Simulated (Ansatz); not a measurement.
**GeO₂+ (doublet): from Hartree-Fock to the top rungs, cc-pVDZ**

How much of the correlation energy of GeO₂+ (doublet) does each wave-function method recover here?

The runs use Ansatz 0.2.0, Gaussian basis; cc-pVDZ, core rule «outside noble gas», up to 16 orbitals frozen.

Plan: UHF; CCSD(T) on ROHF; CCSD(T) on UHF; BCCD(T) on ROHF; CISD; CCSDT(Q) on ROHF; CCSDT(Q) on UHF.

28 further runs of the same task are left out: 12 for a known fault of the program, 2 that didn't finish, 14 set aside as unsound or not needed.

## Step 1: The system

The geometry is a PBE0/def2-TZVP stationary point (not a proven minimum) of the parent state, kept for this charge and spin. No spin-orbit coupling is included. The filled d shell of Ge may be among the frozen orbitals whatever the setting's name suggests; the logs give the count.

3 atoms, charge 1, spin multiplicity 2.

Atoms are counted from 1 here; the program's logs count them from 0.

Bond lengths: Ge1–O2 1.673 Å, O2–O3 1.292 Å. Angles: Ge1–O2–O3 180.0°.

## Step 2: UHF

in.yaml reads:

```yaml
crystal:
  periodic: [false, false, false]
  atoms:
    - {symbol: Ge, position_ang: [0.000000, 0.000000, 1.545900]}
    - {symbol: O, position_ang: [0.000000, 0.000000, -0.127100]}
    - {symbol: O, position_ang: [0.000000, 0.000000, -1.418800]}
basis:
  gaussian: {orbitals: cc-pVDZ}
total_charge: 1
magnetization: {spin_polarized: true, initial_magnetization: 1}
hamiltonian: {xc: hf}
output: {orbitals: {seedname: orbitals}}
```

The run is started by

```console
$ ansatz run in.yaml --threads 1 --pin off --events-out ev --progress --plain --max-ram 2393MiB
```

The runs that follow: CCSD(T) on ROHF; CCSD(T) on UHF; BCCD(T) on ROHF; CISD; CCSDT(Q) on ROHF; CCSDT(Q) on UHF.

Q: Predict the results of all the runs planned. Wanted: RCCSDT(Q) from the RHF energy; RMP2 from RCCSDT(Q); UMP2 from RCCSDT(Q); RCCSD from RCCSDT(Q); RCCSD(T) from RCCSDT(Q); UCCSD(T) from RCCSDT(Q); UCCSDT(Q) from RCCSDT(Q); T1 diagnostic.

As calculated:

| quantity | value |
| --- | --- |
| RCCSDT(Q) from the ROHF energy | -11.7772 eV |
| RMP2 from RCCSDT(Q) | +25.89 kcal/mol |
| UMP2 from RCCSDT(Q) | +26.11 kcal/mol |
| RCCSD from RCCSDT(Q) | +11.11 kcal/mol |
| RCCSD(T) from RCCSDT(Q) | +1.95 kcal/mol |
| UCCSD(T) from RCCSDT(Q) | +1.96 kcal/mol |
| UCCSDT(Q) from RCCSDT(Q) | -0.42 kcal/mol |
| levels within 1 kcal/mol (43 meV) | RCCSDT, UCCSDT, UCCSDT(Q) |
| T1 diagnostic | 0.041 |

**Reading.** RCCSD(T) lands +1.95 kcal/mol from the yardstick (0.7 % of the correlation energy). These misses are within one basis, not against nature; the frozen cores of restricted and unrestricted runs differ, which can shift their rows.
